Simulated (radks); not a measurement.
**Te²⁻ held by a Watson sphere**

The task here is to estimate one member of a computed series from the others.

The numbers are computed with radks (a radial shooting solver on a logarithmic mesh, Libxc functionals) version 1 (scalar-relativistic Kohn-Sham, LDA (Slater exchange, VWN5 correlation), spin-polarised, spherical densities, finite nucleus), except any that are marked as measured or tabulated.

### The system

```
element            : tellurium (Z = 52)
charge             : -2
electrons          : 54
configuration      : [Xe]
nuclear rms radius : 4.7423 fm
```

Outer shells as boxes (Hund's rule):

Te²⁻
```
[Kr] core
4d [↑↓][↑↓][↑↓][↑↓][↑↓]
5s [↑↓]
5p [↑↓][↑↓][↑↓]
```

Set-up of the first run:

Settings of this run:

```text
Z 52
configuration [Xe]
relativity scalar-relativistic
functional lda,vwn5
spin polarised
nucleus finite rms 4.7423 fm
c 137.035999084
watson charge 1.28 radius 2.36 bohr
response adiabatic LDA kernel
```

Started as:

```
$ python run_ks.py task.json out
```

All runs below come from this command, one after another.

Among the steps run: R = 2.36 bohr; R = 4.08 bohr; R = 5.08 bohr; R = 5.1 bohr; R = 5.63 bohr.

One of the session's tables, all rows but one given; the rest of the session is left out.

| R (bohr) | highest level (eV) | its <r> (bohr) | sum of <r²> (bohr²) | α (bohr³) |
| --- | --- | --- | --- | --- |
| 2.36 | -2.100 | 2.760 | 83.15 | 67.23 |
| 4.08 | -1.161 | 3.100 | 99.46 | 133.2 |
| 5.08 | -0.631 | 3.255 | 108.6 | 207.3 |
| 5.1 | ? | ? | ? | ? |
| 5.63 | -0.388 | 3.330 | 113.6 | 267.3 |

**Question.** Estimate the row for R (bohr) = 5.1.

Worked estimate for «highest level (eV)». A straight line through the neighbours (5.08, -0.631) and (5.63, -0.388) gives -0.631 + (-0.388 + 0.631) × (5.1 − 5.08) / (5.63 − 5.08) = -0.622; a parabola fitted to 3 rows on both sides gives -0.622.

The run gave: highest level (eV): -0.621; its <r> (bohr): 3.258; sum of <r²> (bohr²): 108.8; α (bohr³): 209.2. In «highest level (eV)» the line misses by -0.001 and the parabola by -0.001.

A wider sphere makes a shallower well, so the ion swells.
